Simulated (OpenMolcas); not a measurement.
# CH4Se (SMILES C[SeH]) at CCSD(T)/pcseg-1

Aim: the vertical singlet–triplet gap of CH4Se at CCSD(T)/pcseg-1, from 2 runs. 

Program for the calculation: OpenMolcas 26.06.

1 further run of the same task is left out (set aside as unsound or not needed).

**1. The system as given**

CH4Se: 6 atoms, total charge 0, spin state singlet. As SMILES, `C[SeH]`. The shape is that of a PBE0-D4/def2-TZVP optimisation.

Bond lengths: C1–Se2 1.949 Å, C1–H3 1.087 Å, C1–H4 1.089 Å, C1–H5 1.088 Å, Se2–H6 1.468 Å. Angles: C1–Se2–H6 95.4°, Se2–C1–H3 110.6°, Se2–C1–H4 106.0°, Se2–C1–H5 110.6°, H3–C1–H4 109.3°, H3–C1–H5 110.9°, H4–C1–H5 109.3°.

**2. A single-point energy at CCSD(T)/pcseg-1**

Input file input.xyz:

```xyz
6

C     -0.134400    -0.353500    -0.393800
Se     0.854300     0.256800     1.170700
H     -1.197900    -0.413200    -0.174800
H      0.243900    -1.350000    -0.617200
H      0.051300     0.300400    -1.242700
H      0.182800     1.559600     1.257800
```

Input file job.inp:

```
* CH4Se CCSD(T)
&GATEWAY
BasLib
$CurrDir
Coord
input.xyz
Basis
pcseg-1
Group
NoSym
&SEWARD
&SCF
PrOrbitals
0
&RASSCF
FileOrb
$Project.ScfOrb
Spin
1
Nactel
0 0 0
Inactive
22
Ras2
0
OutOrbitals
Canonical
OrbListing
Nothing
&MOTRA
JobIph
Frozen
10
&CCSDT
CCT
Triples
2
Iterations
50
Extrapolation
5 4
```

The basis set pcseg-1 is read from a file made from the Basis Set Exchange's data (not shown).

On the command line:

```
$ export MOLCAS_MEM=1860
$ pymolcas job.inp > job.log
```

Output:

```text
--- Start Module: gateway ---
[...]
--- Stop Module: gateway /rc=_RC_ALL_IS_WELL_ ---
[...]
      Basis functions           61
[...]
       Convergence after  10 Iterations
[...]
::    Total SCF energy                              -2439.7082285608
[...]
      Total spin, S                                     0.0000000000
[...]
      Number of active orbitals                  0
[...]
      Spin quantum number                      0.0
[...]
      Active orbitals                            0
[...]
      Number of CSFs                             1
[...]
      Number of root(s) required                 1
[...]
      Convergence after  4 iterations
[...]
      Natural orbitals and occupation numbers for root  1
      ************************************************************************************************************************
      *                                                    Final results                                                     *
      ************************************************************************************************************************
[...]
::    RASSCF root number  1 Total energy:  -2439.70822856
[...]
      Total electronic charge=   44.000000
      Total            charge=   -0.000000
[...]
      Dipole Moment (debye):
      Origin of the operator (angstrom)=    0.6872    0.1707    0.9177
                   X= -1.0924E+00               Y=  9.8425E-02               Z= -1.2112E+00           Total=  1.6340E+00
      Quadrupole Moment (debye*angstrom):
[...]
--- Start Module: motra ---
[...]
      *** WARNING: Default frozen orbitals is overwritten by user input.
      *** Default values:  15
[...]
--- Stop Module: motra /rc=_RC_ALL_IS_WELL_ ---
--- Start Module: ccsdt ---
[...]
      Convergence after                    13  Iterations
      Total energy (diff) :   -2440.01468742      -0.00000004
[...]
 METHOD                       : CCSD+T(CCSD)+<T3(1)WT1> = CCSD(T)
[...]
       CCSD     =     -2440.0146874151301
[...]
--- Stop Module: ccsdt /rc=_RC_ALL_IS_WELL_ ---
[...]
```

It took 11 s on 1 thread of AMD EPYC 7R43 (Zen 3), shared host; peak memory 0.4 GiB.

**3. The triplet**

input.xyz is that of step 2.

Input file job.input:

```
* CH4Se CCSD(T)

&GATEWAY
 BasLib
 $CurrDir
 Coord
 input.xyz
 Basis
 pcseg-1
 Group
 NoSym

&SEWARD

&SCF
 UHF
 Spin
 3
 PrOrbitals
 0

&RASSCF
 FileOrb
 $Project.UnaOrb
 Spin
 3
 Nactel
 2 0 0
 Inactive
 21
 Ras2
 2
 OutOrbitals
 Canonical
 OrbListing
 Nothing

&MOTRA
 JobIph
 Frozen
 10

&CCSDT
 CCT
 Triples
 3
 Iterations
 50
 Extrapolation
 5 4
```

The basis set pcseg-1 is read from a file made from the Basis Set Exchange's data (not shown).

On the command line:

```
$ export MOLCAS_MEM=1860
$ pymolcas job.input > job.log
```

Output:

```text
--- Start Module: gateway ---
[...]
--- Stop Module: gateway /rc=_RC_ALL_IS_WELL_ ---
[...]
      Basis functions           61
[...]
       Convergence after  21 Iterations
[...]
::    Total SCF energy                              -2439.5374620379
[...]
      Total spin, S                                     1.0066113641
[...]
      Number of active orbitals                  2
[...]
      Spin quantum number                      1.0
[...]
      Active orbitals                            2
[...]
      Number of CSFs                             1
[...]
      Number of root(s) required                 1
[...]
      Convergence after 14 iterations
[...]
      printout of CI-coefficients larger than  0.05 for root  1
      energy=   -2439.531991
      conf/sym  11     Coeff  Weight
             1  uu   1.00000 1.00000
      Natural orbitals and occupation numbers for root  1
      sym 1:   1.000000   1.000000
      ************************************************************************************************************************
      *                                                    Final results                                                     *
[...]
::    RASSCF root number  1 Total energy:  -2439.53199097
[...]
      Total electronic charge=   44.000000
      Total            charge=   -0.000000
[...]
      Dipole Moment (debye):
      Origin of the operator (angstrom)=    0.6872    0.1707    0.9177
                   X= -1.8897E-01               Y= -8.1192E-01               Z= -7.6488E-01           Total=  1.1314E+00
      Quadrupole Moment (debye*angstrom):
[...]
--- Start Module: motra ---
[...]
      *** WARNING: Default frozen orbitals is overwritten by user input.
      *** Default values:  15
[...]
--- Stop Module: motra /rc=_RC_ALL_IS_WELL_ ---
--- Start Module: ccsdt ---
[...]
      Convergence after                    15  Iterations
      Total energy (diff) :   -2439.83374782      -0.00000007
[...]
 METHOD                       : CCSD+T(CCSD)+<T3(1)WT1>+<T3(1)UT2> = CCSD(T)
[...]
       CCSD     =     -2439.8337478237645
[...]
--- Stop Module: ccsdt /rc=_RC_ALL_IS_WELL_ ---
[...]
```

Wall time 14 s (1 thread of AMD EPYC 7R43 (Zen 3), shared host); peak memory 0.4 GiB.

**4. Results**

Level: CCSD(T)/pcseg-1, 10 core orbitals frozen.

```
                                             quantity           value
                                singlet: total energy  -2440.02260 Eh
          singlet: dipole moment (mean-field density)          1.63 D
         singlet: HOMO energy (Hartree–Fock orbitals)        -9.14 eV
         singlet: LUMO energy (Hartree–Fock orbitals)         3.51 eV
       singlet: HOMO–LUMO gap (Hartree–Fock orbitals)        12.65 eV
singlet: correlation energy (10 core orbitals frozen)      -314.4 mEh
                              singlet: (T) correction       -7.91 mEh
                                triplet: total energy  -2439.84213 Eh
                              triplet: (T) correction       -8.38 mEh
     vertical energy of the triplet above the singlet        4.911 eV
```

**Reading.** At this shape the triplet lies 4.91 eV (474 kJ/mol) above the singlet. The triples (singlet) make up 2.5 % of the correlation energy.
